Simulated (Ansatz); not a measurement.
# MoS2: the cost of one run

Method: DFT LDA+U (U = 5 eV, J = 0.5 eV on Mo d), plane waves, PAW, in Ansatz 0.2.0.

1 further run of the same task is left out (it didn't finish). Runs told in other sessions of the task aren't counted.

### Step 1. The starting structure

It takes space group P-3m1 (No. 164, trigonal). Conventional cell: a = 3.564 Å, b = 3.564 Å, c = 5.749 Å, α = 90.00°, β = 90.00°, γ = 120.00°. Around Mo (site symmetry -3m) lie 6 S at 2.52 Å. S (site symmetry 3m) has 3 Mo at 2.52 Å in its first shell of neighbours.

As a file:

```cif
data_structure
_symmetry_space_group_name_H-M 'P-3m1'
_symmetry_Int_Tables_number 164
_cell_length_a 3.5639
_cell_length_b 3.5639
_cell_length_c 5.7494
_cell_angle_alpha 90.000
_cell_angle_beta 90.000
_cell_angle_gamma 120.000
_cell_volume 63.24
loop_
_atom_site_label
_atom_site_type_symbol
_atom_site_symmetry_multiplicity
_atom_site_Wyckoff_symbol
_atom_site_fract_x
_atom_site_fract_y
_atom_site_fract_z
_atom_site_occupancy
Mo1 Mo 1 a 0.00000 0.00000 0.00000 1
S1 S 2 d 0.33333 0.66667 0.25200 1
```

### Step 2. Ferromagnetic start, free, symmetry kept, no search

input.yaml

```yaml
crystal:
  lattice:
    - [3.56394676, 0.0, 0.0]
    - [-1.78197338, 3.08646843, 0.0]
    - [0.0, 0.0, 5.74938582]
  atoms:
    - { symbol: Mo, position: [0.0, 0.0, 0.0], spin: 2.0 }
    - { symbol: S, position: [0.3333333333, 0.6666666667, 0.252] }
    - { symbol: S, position: [0.6666666667, 0.3333333333, 0.748] }
basis:
  ecutwfc: 420
  ecutrho_ratio: 4
kpoints:
  mp_grid: { grid: [6, 6, 4] }
hamiltonian:
  xc: lda
  hubbard: { sites: [{ site: 0, l: d, u: 5.0, j: 0.5 }] }
scf:
  occupations: { method: gaussian, width: 0.05 }
  lower_state_search: "off"
  max_iter: 150
output:
  forces: true
  stress: true
  eigenvalues: true
  populations: true
  hubbard: { sites: [{ site: 0, l: d }] }
magnetization:
  spin_polarized: true
```

Started as:

```
> ansatz run input.yaml --threads 2 --pin off --max-ram 3072MiB --backend cpu --events-out ev --progress --plain --runs-dir out
```

What time and memory should one allow on 2 threads of Intel Xeon Platinum 8375C at 2.90GHz (Ice Lake), shared host?

About 2.5 s, with a peak of 0.43 GiB.
